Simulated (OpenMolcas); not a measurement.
# GeH2O2 (SMILES [OH][Ge][OH]) at 6 levels

We compute a comparison of 6 runs (HF/def2-SVPD, B3LYP/6-31G*, BHLYP/def2-SVPD, M06-L/def2-SVPD, PBE/def2-SVPD, MP2/def2-SVPD) of GeH2O2. 

The calculation is run with OpenMolcas 26.06.

1 further run of the same task is left out (set aside as unsound or not needed).

### 1 The system as given

GeH2O2 has 5 atoms, charge 0, and is taken as a singlet. As SMILES, `[OH][Ge][OH]`. The shape is that of a PBE0-D4/def2-TZVP optimisation. This is one conformer, not always the lowest.

Bond lengths: O1–Ge2 1.790 Å, Ge2–O3 1.790 Å, O1–H4 0.961 Å, O3–H5 0.961 Å. Angles: O1–Ge2–O3 102.4°, Ge2–O1–H4 118.8°, Ge2–O3–H5 118.8°.

### 2 Energy and gradient at HF/def2-SVPD (run 1)

The input, test.input:

```
* GeH2O2 Hartree-Fock
>>> EXPORT MOLCAS_PRINT=2

&GATEWAY
 BASLIB
 $CurrDir
 COORD
 5
 angstrom
 O       -1.341000      -0.099500      -0.377400
 Ge      -0.316400      -0.895800       0.855300
 O        1.281900      -0.142300       0.570200
 H       -0.940900       0.550800      -0.961500
 H        1.366400       0.513200      -0.127900
 BASIS
 def2-SVPD
 GROUP
 NoSym

&SEWARD

&SCF
 THRESHOLDS
 1e-10 1e-07 1e-07 1e-05
 PRORBITALS
 1 1

&ALASKA
```

The basis set def2-SVPD is read from a file made from the Basis Set Exchange's data (not shown).

Command:

```bash
$ export MOLCAS_MEM=1860
$ pymolcas test.input > test.log
```

The log of the run:

```text
--- Start Module: gateway ---
[...]
--- Stop Module: gateway /rc=_RC_ALL_IS_WELL_ ---
[...]
      Basis functions          100
[...]
--- Start Module: scf ---
[...]
       Convergence after  14 Iterations
[...]
::    Total SCF energy                              -2225.9342052633
[...]
      Total spin, S                                     0.0000000000
[...]
      Total electronic charge=   50.000000
      Total            charge=   -0.000000
[...]
      Dipole Moment (debye):
      Origin of the operator (angstrom)=   -0.2215   -0.6395    0.6042
                   X=  3.9792E-01               Y=  1.0696E+00               Z= -1.0536E+00           Total=  1.5532E+00
      Quadrupole Moment (debye*angstrom):
[...]
--- Stop Module: scf /rc=_RC_ALL_IS_WELL_ ---
[...]
--- Start Module: alaska ---
[...]
 *              Molecular gradients               *
 **************************************************
  Irreducible representation: a
 ------------------------------------------------------------------------------------------
                              X                       Y                       Z
 ------------------------------------------------------------------------------------------
  O1               -1.65108563139711E-02   -1.25889166709801E-02    8.34351310285975E-03
  GE2               7.45643703030652E-04    2.01437999247744E-03   -2.01567613182618E-03
  O3                7.00949587991317E-03   -1.29732326331347E-02    1.68394640640228E-02
  H4                1.05510052080131E-02    1.16682273058997E-02   -9.34892792703490E-03
  H5               -1.79528847700894E-03    1.18795420057687E-02   -1.38183731080819E-02
 ------------------------------------------------------------------------------------------
--- Stop Module: alaska /rc=_RC_ALL_IS_WELL_ ---
[...]
```

Wall time 14 s (1 thread of Arm Neoverse V1, shared host); peak memory 0.56 GiB.

### 3 Energy and forces at B3LYP/6-31G(d) (spherical functions) (run 2)

The input, coord.xyz:

```xyz
5

O     -1.341000    -0.099500    -0.377400
Ge    -0.316400    -0.895800     0.855300
O      1.281900    -0.142300     0.570200
H     -0.940900     0.550800    -0.961500
H      1.366400     0.513200    -0.127900
```

The input, run.input:

```
* GeH2O2 Kohn-Sham DFT
&GATEWAY
BASLIB=$CurrDir
COORD=coord.xyz
BASIS=6-31Gs
GROUP=NoSym
&SEWARD
GRIDINPUT
Grid=UltraFine
End of Grid
&SCF
KSDFT=B3LYP
THRESHOLDS=1e-10 1e-07 1e-07 1e-05
PRORBITALS=1 2
&ALASKA
```

The basis set 6-31G* is read from a file made from the Basis Set Exchange's data (not shown).

Command:

```bash
$ export MOLCAS_MEM=1860
$ pymolcas run.input > run.log
```

The log of the run:

```text
--- Start Module: gateway ---
[...]
--- Stop Module: gateway /rc=_RC_ALL_IS_WELL_ ---
[...]
      Basis functions           64
[...]
--- Start Module: scf ---
[...]
       Convergence after  14 Iterations
[...]
::    Total KS-DFT energy                           -2228.4443717830
[...]
      Total spin, S                                     0.0000000000
[...]
      Total electronic charge=   50.000000
      Total            charge=   -0.000000
[...]
      Dipole Moment (debye):
      Origin of the operator (angstrom)=   -0.2215   -0.6395    0.6042
                   X=  5.1651E-01               Y=  1.3896E+00               Z= -1.3672E+00           Total=  2.0167E+00
      Quadrupole Moment (debye*angstrom):
[...]
--- Stop Module: scf /rc=_RC_ALL_IS_WELL_ ---
[...]
--- Start Module: alaska ---
[...]
 *              Molecular gradients               *
 **************************************************
  Irreducible representation: a
 ------------------------------------------------------------------------------------------
                              X                       Y                       Z
 ------------------------------------------------------------------------------------------
  O1                1.11908539438339E-02    2.27871391396306E-03    1.34026600093584E-03
  GE2               2.96121946283279E-03    8.00803275377504E-03   -7.87972707966844E-03
  O3               -9.37754499140198E-03    2.61633975129527E-03   -6.09255073253567E-03
  H4               -5.17587508180495E-03   -6.40998961276917E-03    5.31300609287788E-03
  H5                4.01346666552893E-04   -6.49309680621091E-03    7.31900571844202E-03
 ------------------------------------------------------------------------------------------
--- Stop Module: alaska /rc=_RC_ALL_IS_WELL_ ---
[...]
```

Wall time 15 s (1 thread of Arm Neoverse V1, shared host); peak memory 0.4 GiB.

### 4 Energy and forces at BHLYP/def2-SVPD (run 3)

The input, mol.xyz:

```xyz
5

O     -1.341000    -0.099500    -0.377400
Ge    -0.316400    -0.895800     0.855300
O      1.281900    -0.142300     0.570200
H     -0.940900     0.550800    -0.961500
H      1.366400     0.513200    -0.127900
```

The input, run.inp:

```
* GeH2O2 Kohn-Sham DFT

&GATEWAY
 BASLIB=$CurrDir
 COORD=mol.xyz
 BASIS=def2-SVPD
 GROUP=NoSym

&SEWARD
 GRIDINPUT
 Grid=UltraFine
 End of Grid

&SCF
 KSDFT=HYB_GGA_XC_BHANDHLYP
 THRESHOLDS=1e-10 1e-07 1e-07 1e-05
 PRORBITALS=1 1

&ALASKA
```

The basis set def2-SVPD is read from a file made from the Basis Set Exchange's data (not shown).

Command:

```bash
$ export MOLCAS_MEM=1860
$ pymolcas run.inp > run.log
```

The log of the run:

```text
--- Start Module: gateway ---
[...]
--- Stop Module: gateway /rc=_RC_ALL_IS_WELL_ ---
[...]
      Basis functions          100
[...]
--- Start Module: scf ---
[...]
       Convergence after  15 Iterations
[...]
::    Total KS-DFT energy                           -2228.2441884658
[...]
      Total spin, S                                     0.0000000000
[...]
      Total electronic charge=   50.000000
      Total            charge=   -0.000000
[...]
      Dipole Moment (debye):
      Origin of the operator (angstrom)=   -0.2215   -0.6395    0.6042
                   X=  3.5088E-01               Y=  9.4279E-01               Z= -9.2910E-01           Total=  1.3694E+00
      Quadrupole Moment (debye*angstrom):
[...]
--- Stop Module: scf /rc=_RC_ALL_IS_WELL_ ---
[...]
--- Start Module: alaska ---
[...]
 *              Molecular gradients               *
 **************************************************
  Irreducible representation: a
 ------------------------------------------------------------------------------------------
                              X                       Y                       Z
 ------------------------------------------------------------------------------------------
  O1               -6.91129525975853E-03   -6.39632731638251E-03    4.76278229263905E-03
  GE2               1.67046912057245E-03    4.51425127418759E-03   -4.46259402319171E-03
  O3                2.09799166138680E-03   -6.54313135752460E-03    8.01628470371152E-03
  H4                5.04873584280330E-03    4.15129095695121E-03   -2.89742908698543E-03
  H5               -1.90590136500113E-03    4.27391644277364E-03   -5.41904388615411E-03
 ------------------------------------------------------------------------------------------
--- Stop Module: alaska /rc=_RC_ALL_IS_WELL_ ---
[...]
```

Run time: 32 s. Hardware: 1 thread of Arm Neoverse V1, shared host; peak memory 0.56 GiB.

Runs 4 to 5 aren't shown in full; the table further down has their settings and results.

### 5 The energy at MP2/def2-SVPD (run 6)

The input, struct.xyz:

```xyz
5

O     -1.341000    -0.099500    -0.377400
Ge    -0.316400    -0.895800     0.855300
O      1.281900    -0.142300     0.570200
H     -0.940900     0.550800    -0.961500
H      1.366400     0.513200    -0.127900
```

The input, run.input:

```
&GATEWAY
  BasLib
  $CurrDir
  Coord
  struct.xyz
  Basis
  def2-SVPD
  Group
  NoSym

&SEWARD

&SCF
  Thresholds
  1e-10 1e-07 1e-07 1e-05
  PrOrbitals
  1 1

&MBPT2
  Frozen
  11
```

The basis set def2-SVPD is read from a file made from the Basis Set Exchange's data (not shown).

Command:

```bash
$ export MOLCAS_MEM=1860
$ pymolcas run.input > run.log
```

The log of the run:

```text
--- Start Module: gateway ---
[...]
--- Stop Module: gateway /rc=_RC_ALL_IS_WELL_ ---
[...]
      Basis functions          100
[...]
--- Start Module: scf ---
[...]
       Convergence after  14 Iterations
[...]
::    Total SCF energy                              -2225.9342052633
[...]
      Total spin, S                                     0.0000000000
[...]
      Total electronic charge=   50.000000
      Total            charge=   -0.000000
[...]
      Dipole Moment (debye):
      Origin of the operator (angstrom)=   -0.2215   -0.6395    0.6042
                   X=  3.9792E-01               Y=  1.0696E+00               Z= -1.0536E+00           Total=  1.5532E+00
      Quadrupole Moment (debye*angstrom):
[...]
--- Stop Module: scf /rc=_RC_ALL_IS_WELL_ ---
[...]
--- Start Module: mbpt2 ---
[...]
WARNING!
Default frozen orbitals as non valence orbitals is overwritten by user input.
Default values:  16
[...]
       Reference weight ( Cref**2 )         =        0.85167
::    Total MBPT2 energy                            -2226.5542995460
[...]
      Total MBPT2 calculations                           0.43      0.48
--- Stop Module: mbpt2 /rc=_RC_ALL_IS_WELL_ ---
[...]
```

Run time: 10 s. Hardware: 1 thread of Arm Neoverse V1, shared host; peak memory 0.56 GiB.

### 6 All runs side by side

| run | level | integration grid | task | energy (Eh) | dipole moment (D) of the reference | HOMO energy (eV) | LUMO energy (eV) | wall time |
| --- | --- | --- | --- | --- | --- | --- | --- | --- |
| 1 | HF/def2-SVPD | – | gradient | -2225.934205 | 1.55 | -10.50 | 1.38 | 14 s |
| 2 | B3LYP/6-31G* (spherical functions) | UltraFine | gradient | -2228.444372 | 2.02 | -7.61 | -1.56 | 15 s |
| 3 | BHLYP/def2-SVPD | UltraFine | gradient | -2228.244188 | 1.37 | -9.09 | -0.83 | 32 s |
| 4 | M06-L/def2-SVPD | UltraFine | gradient | -2228.260785 | 1.41 | -6.88 | -2.06 | 43 s |
| 5 | PBE/def2-SVPD | UltraFine | gradient | -2227.877851 | 1.46 | -6.92 | -2.44 | 33 s |
| 6 | MP2/def2-SVPD | – | energy | -2226.554300 | 1.55 | -10.50 | 1.38 | 10 s |

### 7 Outcome

```
                                           quantity           value
                                run 6: total energy  -2226.55430 Eh
          run 6: dipole moment (mean-field density)          1.55 D
         run 6: HOMO energy (Hartree–Fock orbitals)       -10.50 eV
         run 6: LUMO energy (Hartree–Fock orbitals)         1.38 eV
       run 6: HOMO–LUMO gap (Hartree–Fock orbitals)        11.88 eV
run 6: correlation energy (11 core orbitals frozen)      -620.1 mEh
```

**Reading.** Over runs 1, 2, 3, 4, 5 the dipole moment (its size) runs from 1.37 D (BHLYP/def2-SVPD) to 2.02 D (B3LYP/6-31G*). The two ends differ in method and basis. Over runs 1, 2, 3, 4, 5 the HOMO–LUMO gap runs from 4.48 eV (PBE/def2-SVPD) to 11.88 eV (HF/def2-SVPD). Exact exchange widens orbital gaps. Totals of different functionals can't be ranked against each other. All runs together took 2.5 min, the longest 43 s.
